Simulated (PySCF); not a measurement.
# C2H2BF3: the cost of one run

Computed with PySCF 2.14.0, with density-fitted response routines of our own, on a single molecule in the gas phase. Atoms count from 0, in the outputs and in this text.

## Step 1: The starting structure

8 atoms, charge 0, multiplicity 1; geometry from: GFN2-xTB. The atoms were then displaced at random by about 0.01 Å, so the start is not that level's minimum.

Bonds of the start (Å): C0–C1 1.30, C1–F2 1.36, C1–B3 1.60, B3–F4 1.28, B3–F5 1.32, C0–H6 1.10, C0–H7 1.06.

## Step 2: Geometry optimisation at PBE0-D3(BJ)/def2-SVP

The job: settings as JSON, then the geometry in Å.

```
{"job": {"xc": "PBE0", "basis": "def2-SVP", "d3": "d3bj", "grid": 1, "shake": 0.01, "kind": "geom"}, "charge": 0, "multiplicity": 1}
C     -1.276240     0.007540     0.035210
C     -0.080230    -0.480230    -0.110450
F      0.012260    -1.797810    -0.414150
B      1.292150     0.328440     0.040090
F      2.452800    -0.194640    -0.104190
F      1.227940     1.616370     0.327390
H     -1.411930     1.071590     0.264850
H     -2.161620    -0.570410    -0.091210
```

The run is started by

```sh
OMP_NUM_THREADS=1 python probes_run.py task.json out
```

One launch serves the whole session: the jobs run in the order shown.

**Question.** How long does this first job take on 1 thread of Intel Xeon 6975P-C, shared host, and how much memory does it need?

About 20 s, with a peak of 0.39 GiB.
